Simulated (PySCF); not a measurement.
# CASSCF(5,5)/def2-SVP (core potential) run of SnH2Cl (SMILES [Cl][SnH2])

Aim: a single-point energy of SnH2Cl. 

The calculation is run with PySCF 2.14.0.

1 further run of the same task is left out (set aside as unsound or not needed).

### Step 1. The system as given

SnH2Cl: 4 atoms, total charge 0, spin state doublet. As SMILES, `[Cl][SnH2]`. Geometry: relaxed at PBE0-D4/def2-TZVP.

Bond lengths: Cl1–Sn2 2.343 Å, Sn2–H3 1.723 Å, Sn2–H4 1.723 Å. Angles: Cl1–Sn2–H3 105.0°, Cl1–Sn2–H4 105.0°, H3–Sn2–H4 111.9°.

### Step 2. The energy at CASSCF(5,5)/def2-SVP (core potential)

Input file job.py:

```python
# [Cl][SnH2]
import numpy
from pyscf import gto, scf, mp, mcscf

mol = gto.M(
    atom='''
Cl    -1.882600     0.398400    -0.585000
Sn     0.380000    -0.179600    -0.397100
H      0.412500    -1.500000     0.709600
H      1.145500     1.221000     0.252100
''',
    spin=1,
    charge=0,
    ecp={'Sn': 'def2-svp'},
    max_memory=1860,
    verbose=3,
    basis='def2-svp',
)

mf = mol.ROHF()
mf.conv_tol = 1e-10
mf.kernel()
if not mf.converged:
    mf = mf.newton().run(mf.mo_coeff, mf.mo_occ)

pt = mp.MP2(scf.addons.convert_to_uhf(mf)).run()
noons, natorbs = mcscf.addons.make_natural_orbitals(pt)
print('natural occupations', numpy.round(noons[:40], 4))
cas = mcscf.CASSCF(mf, 5, 5)
cas.fix_spin_(ss=0.75)
cas.natorb = True
cas.kernel(natorbs)
etot = cas.e_tot
print('Final energy', etot)
```

On the command line:

```sh
$ OMP_NUM_THREADS=1 python job.py
```

Output:

```text
converged SCF energy = -673.869857618563
E(UMP2) = -674.125385531315  E_corr = -0.255527912752059
E(SCS-UMP2) = -674.120647314835  E_corr = -0.250789696272045
natural occupations [2.     1.9999 1.9998 1.9998 1.9997 1.9997 1.9995 1.9995 1.9994 1.9978
 1.9978 1.9977 1.9977 1.9977 1.988  1.9776 1.9728 1.9699 1.9693 1.9624
 0.9968 0.0244 0.0174 0.0169 0.0121 0.0116 0.0116 0.0109 0.0108 0.008
 0.0079 0.0062 0.0056 0.0054 0.0042 0.0042 0.0036 0.0032 0.0026 0.0025]
CASSCF energy = -673.896766660046
CASCI E = -673.896766660046  E(CI) = -5.83075615973746  S^2 = 0.7500000
Final energy -673.8967666600462
```

It took 11 s on 1 thread of Intel Xeon Platinum 8488C (Sapphire Rapids), shared host; peak memory 0.15 GiB.

### Step 3. Outcome

Level: CASSCF(5,5)/def2-SVP (core potential).

| quantity | value |
| --- | --- |
| total energy | -673.89677 Eh |
| dipole moment (Hartree–Fock density) | 2.88 D |

In words: Mulliken charges of the mean-field density run from -0.41 on Cl1 to +0.69 on Sn2.
